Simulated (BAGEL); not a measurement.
# B2SiH6S (SMILES BBS[SiH3]): HF/6-31G(d) (density fitting with qzvpp-jkfit, spherical functions)

Aim: the energy change on altering one bond length of B2SiH6S at HF/6-31G* (density fitting with qzvpp-jkfit, spherical functions), from 2 runs. 

The calculation is run with BAGEL 1.2.2.

4 further runs of the same task are left out: 3 that didn't finish, 1 set aside as unsound or not needed.

## (1) Starting point

B2SiH6S: 10 atoms, total charge 0, spin state singlet. As SMILES, `BBS[SiH3]`. The shape is that of a GFN2-xTB optimisation. This is one conformer, not always the lowest.

Bond lengths: B1–B2 1.634 Å, B2–S3 1.785 Å, S3–Si4 2.162 Å, B1–H5 1.173 Å, B1–H6 1.173 Å, B2–H7 1.179 Å, Si4–H8 1.459 Å, Si4–H9 1.454 Å, Si4–H10 1.457 Å. Some angles: B1–B2–S3 122.0°, B2–S3–Si4 105.8°, B1–B2–H7 122.6°, S3–B2–H7 115.4°, B2–B1–H5 122.4°, B2–B1–H6 122.7°, S3–Si4–H8 107.9°, S3–Si4–H9 103.2°, S3–Si4–H10 108.8°, H5–B1–H6 114.8°.

## (2) A single-point energy at HF/6-31G(d) (density fitting with qzvpp-jkfit, spherical functions)

input.json reads:

```json
{ "bagel": [

{
  "title": "molecule",
  "basis": "6-31gs.json",
  "df_basis": "qzvpp-jkfit",
  "angstrom": true,
  "geometry": [
    { "atom": "B", "xyz": [    0.320400,    2.202830,    1.213110 ] },
    { "atom": "B", "xyz": [   -0.037380,    0.908440,    0.282120 ] },
    { "atom": "S", "xyz": [    0.691170,   -0.695650,    0.570120 ] },
    { "atom": "Si", "xyz": [   -0.158440,   -2.005300,   -0.926110 ] },
    { "atom": "H", "xyz": [    1.224640,    2.913910,    0.981760 ] },
    { "atom": "H", "xyz": [   -0.325400,    2.512860,    2.142240 ] },
    { "atom": "H", "xyz": [   -0.780240,    0.969730,   -0.631150 ] },
    { "atom": "H", "xyz": [   -1.442900,   -2.482940,   -0.426700 ] },
    { "atom": "H", "xyz": [    0.830130,   -3.065240,   -1.038370 ] },
    { "atom": "H", "xyz": [   -0.321970,   -1.258640,   -2.167010 ] }
  ]
},
{
  "title": "hf"
},
{
  "title": "print",
  "file": "orbitals.molden",
  "orbitals": true
}

]}
```

The basis set 6-31G* is read from a file made from the Basis Set Exchange's data (not shown).

Started as:

```console
BAGEL_NUM_THREADS=1 BAGEL input.json > input.out
```

The log of the run:

```text
* using 1 threads per process

  ===============================================================
  ===============================================================

  *** Geometry ***

  { "atom" : "B", "xyz" : [      0.605468,      4.162745,      2.292446 ] },
  { "atom" : "B", "xyz" : [     -0.070638,      1.716703,      0.533130 ] },
  { "atom" : "S", "xyz" : [      1.306122,     -1.314588,      1.077371 ] },
  { "atom" : "Si", "xyz" : [     -0.299408,     -3.789468,     -1.750094 ] },
  { "atom" : "H", "xyz" : [      2.314234,      5.506492,      1.855258 ] },
  { "atom" : "H", "xyz" : [     -0.614917,      4.748617,      4.048247 ] },
  { "atom" : "H", "xyz" : [     -1.474440,      1.832524,     -1.192701 ] },
  { "atom" : "H", "xyz" : [     -2.726686,     -4.692077,     -0.806346 ] },
  { "atom" : "H", "xyz" : [      1.568718,     -5.792464,     -1.962235 ] },
  { "atom" : "H", "xyz" : [     -0.608435,     -2.378485,     -4.095055 ] },

  Number of auxiliary basis functions:      514

  Since a DF basis is specified, we compute 2- and 3-index integrals:
    o Being stored without compression. Storage requirement is 0.024 GB

  Number of basis functions:       76
  Number of electrons      :       46

    * METHOD: MOLECULE                             0.28

  *** RHF ***

  === Nuclear Repulsion ===
   173.1704899094

      * DIIS with orbital gradients will be used.

  === RHF iteration (6-31gs.json) ===
      0       -739.20747725          0.01049090           0.06
      1       -739.27917801          0.00340933           0.06
      2       -739.28639765          0.00126672           0.06
      3       -739.28741908          0.00017085           0.06
      4       -739.28745073          0.00006141           0.06
      5       -739.28745548          0.00002058           0.06
      6       -739.28745612          0.00000698           0.06
      7       -739.28745620          0.00000221           0.06
      8       -739.28745620          0.00000064           0.06
      9       -739.28745620          0.00000025           0.06
     10       -739.28745620          0.00000010           0.06
     11       -739.28745620          0.00000004           0.06
     12       -739.28745620          0.00000001           0.06
     13       -739.28745620          0.00000000           0.06
    * SCF iteration converged.

    * Permanent dipole moment:
           (    0.393675,     0.189842,     0.537456) a.u.

    * METHOD: HF                                   1.02

    * METHOD: PRINT                                0.02

  ===============================================================
```

Wall time 1.4 s (1 thread of Arm Neoverse V1, shared host); peak memory 0.12 GiB.

## (3) The distorted shape

input.json reads:

```json
{ "bagel": [

{
  "title": "molecule",
  "basis": "6-31gs.json",
  "df_basis": "qzvpp-jkfit",
  "angstrom": "true",
  "geometry": [
    { "atom": "B", "xyz": [      -0.470440,       3.050765,       1.302916 ] },
    { "atom": "B", "xyz": [      -0.828220,       1.756375,       0.371926 ] },
    { "atom": "S", "xyz": [      -0.099670,       0.152285,       0.659926 ] },
    { "atom": "Si", "xyz": [      -0.949280,      -1.157365,      -0.836304 ] },
    { "atom": "H", "xyz": [       0.433800,       3.761845,       1.071566 ] },
    { "atom": "H", "xyz": [      -1.116240,       3.360795,       2.232046 ] },
    { "atom": "H", "xyz": [      -1.571080,       1.817665,      -0.541344 ] },
    { "atom": "H", "xyz": [      -2.233740,      -1.635005,      -0.336894 ] },
    { "atom": "H", "xyz": [       0.830130,      -3.065240,      -1.038370 ] },
    { "atom": "H", "xyz": [      -1.112810,      -0.410705,      -2.077204 ] }
  ]
},

{
  "title": "hf"
},

{
  "title": "print",
  "file": "orbitals.molden",
  "orbitals": "true"
}

]}
```

The basis set 6-31G* is read from a file made from the Basis Set Exchange's data (not shown).

Started as:

```console
BAGEL_NUM_THREADS=1 BAGEL input.json > input.out
```

The log of the run:

```text
* using 1 threads per process

  ===============================================================
  ===============================================================

  *** Geometry ***

  { "atom" : "B", "xyz" : [     -0.889003,      5.765110,      2.462154 ] },
  { "atom" : "B", "xyz" : [     -1.565109,      3.319068,      0.702838 ] },
  { "atom" : "S", "xyz" : [     -0.188349,      0.287777,      1.247079 ] },
  { "atom" : "Si", "xyz" : [     -1.793879,     -2.187103,     -1.580386 ] },
  { "atom" : "H", "xyz" : [      0.819763,      7.108857,      2.024966 ] },
  { "atom" : "H", "xyz" : [     -2.109388,      6.350982,      4.217956 ] },
  { "atom" : "H", "xyz" : [     -2.968911,      3.434889,     -1.022992 ] },
  { "atom" : "H", "xyz" : [     -4.221157,     -3.089712,     -0.636637 ] },
  { "atom" : "H", "xyz" : [      1.568718,     -5.792464,     -1.962235 ] },
  { "atom" : "H", "xyz" : [     -2.102906,     -0.776120,     -3.925347 ] },

  Number of auxiliary basis functions:      514

  Since a DF basis is specified, we compute 2- and 3-index integrals:
    o Being stored without compression. Storage requirement is 0.024 GB

  Number of basis functions:       76
  Number of electrons      :       46

    * METHOD: MOLECULE                             0.28

  *** RHF ***

  === Nuclear Repulsion ===
   169.8505366588

      * DIIS with orbital gradients will be used.

  === RHF iteration (6-31gs.json) ===
      0       -739.05784573          0.01102384           0.07
      1       -739.13871951          0.00403074           0.06
      2       -739.14925523          0.00145593           0.06
      3       -739.15080961          0.00019804           0.06
      4       -739.15085421          0.00007054           0.06
      5       -739.15086059          0.00002343           0.06
      6       -739.15086142          0.00000713           0.06
      7       -739.15086151          0.00000235           0.06
      8       -739.15086151          0.00000063           0.06
      9       -739.15086151          0.00000023           0.06
     10       -739.15086151          0.00000009           0.06
     11       -739.15086151          0.00000003           0.07
     12       -739.15086151          0.00000001           0.07
     13       -739.15086151          0.00000000           0.06
    * SCF iteration converged.

    * Permanent dipole moment:
           (    0.855599,    -0.573635,     0.343636) a.u.

    * METHOD: HF                                   1.06

    * METHOD: PRINT                                0.02

  ===============================================================
```

It took 1.5 s on 1 thread of Arm Neoverse V1, shared host; peak memory 0.12 GiB.

## (4) Results

At HF/6-31G* (density fitting with qzvpp-jkfit, spherical functions):

```
                                                          quantity          value
                                         first shape: total energy  -739.28746 Eh
                                        first shape: dipole moment         1.76 D
                                          first shape: HOMO energy      -10.43 eV
                                          first shape: LUMO energy        2.20 eV
                                        first shape: HOMO–LUMO gap       12.63 eV
                                     distorted shape: total energy  -739.15086 Eh
                                    distorted shape: dipole moment         2.76 D
                                      distorted shape: HOMO energy       -9.36 eV
                                      distorted shape: LUMO energy        0.58 eV
                                    distorted shape: HOMO–LUMO gap        9.94 eV
energy change with the Si4–H9 bond stretched from 1.454 to 2.617 Å       3.717 eV
```

**Reading.** One bond (distorted shape) is far stretched, which a spin-restricted single reference describes badly; a broken-symmetry solution may lie lower. With the Si4–H9 bond stretched from 1.454 to 2.617 Å the energy rises by 3.72 eV (86 kcal/mol). The first shape isn't relaxed at this level, so the change isn't measured from a minimum. A restricted reference can't describe the breaking bond well at this length.
